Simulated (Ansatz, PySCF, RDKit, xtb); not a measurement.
**Solving CH5BeSi+, step by step**

Only the formula CH5BeSi+ is given (charge +1). Aim: find the structure of lowest free energy at 1000 K, then its properties.

The funnel: GFN2-xTB relaxations, single points with a density functional, relaxations at B3LYP-D4/def2-TZVP, harmonic vibrations, and a last energy at a higher level. All values are calculated.

7 further runs of the same task are left out: 7 set aside as unsound or not needed.

### Step 1. Candidates

All bonding patterns within simple valence rules are listed by program: one Lewis structure each, at most two rings and one unusual centre or charged pair. O–O, O–halogen and N–halogen bonds and N–N–N chains are not drawn. That gives 6 candidates.

```tsv
label	SMILES	spin
c180	[BeH][CH+][SiH3]	singlet
c243	[CH2+][Be][SiH3]	singlet
c450	[BeH][CH2][SiH2+]	singlet
c609	[CH3][Be][SiH2+]	singlet
c699	[BeH][SiH+]C	singlet
c942	[BeH][SiH2][CH2+]	singlet
```

Candidates are built by distance geometry, with a force field where one applies, in up to four conformers (letters a to d). 6 starts with atoms placed at random are added, to find patterns that the rules miss.

Q: Predict the outcome of this search (final energies at CCSD(T)/def2-TZVPP).

| quantity | value |
| --- | --- |
| lowest structure found | [BeH][CH2][SiH2+], singlet, Cs |
| next finalist | [CH3][Be][SiH2+], singlet, 2.9 kcal/mol higher in G |
| share at equilibrium, among the finalists | 75.3 % |
| harmonic wavenumbers, lowest and highest (B3LYP-D4/def2-TZVP) | 169 and 3087 cm⁻¹ |
| rotational constants, same geometry | 0.9878, 0.1933, 0.1783 cm⁻¹ |
| HOMO energy (PBE0/def2-TZVPD) | -13.53 eV |
| LUMO energy (PBE0/def2-TZVPD) | -8.44 eV |
| HOMO–LUMO gap (PBE0/def2-TZVPD) | 5.10 eV |
| lowest excitation (TD-B3LYP/def2-SVPD) | 3.84 eV (f = 0.005) |
| strongest of the states computed, same level | 6.93 eV (f = 0.099) |
| lowest triplet excitation, same level, Tamm-Dancoff | 3.64 eV |
| vertical ionisation energy | 16.26 eV |
| vertical recombination energy (electron added) | 6.51 eV |
| vertical triplet less singlet | +4.27 eV |

The lowest structure found is `[BeH][CH2][SiH2+]`. The margin, 2.9 kcal/mol, is modest. r2SCAN-D4/def2-SVP, B3LYP-D4/def2-TZVP, HF/def2-TZVPP and MP2/def2-TZVPP already put its bonding pattern lowest among the structures in one piece; GFN2-xTB and HF/STO-3G favour the singlet [BeH][SiH+]C. Lowest found is not proven lowest: the search is finite, and each finalist counts with one conformer. Patterns outside the rules of the enumeration were met only by chance.
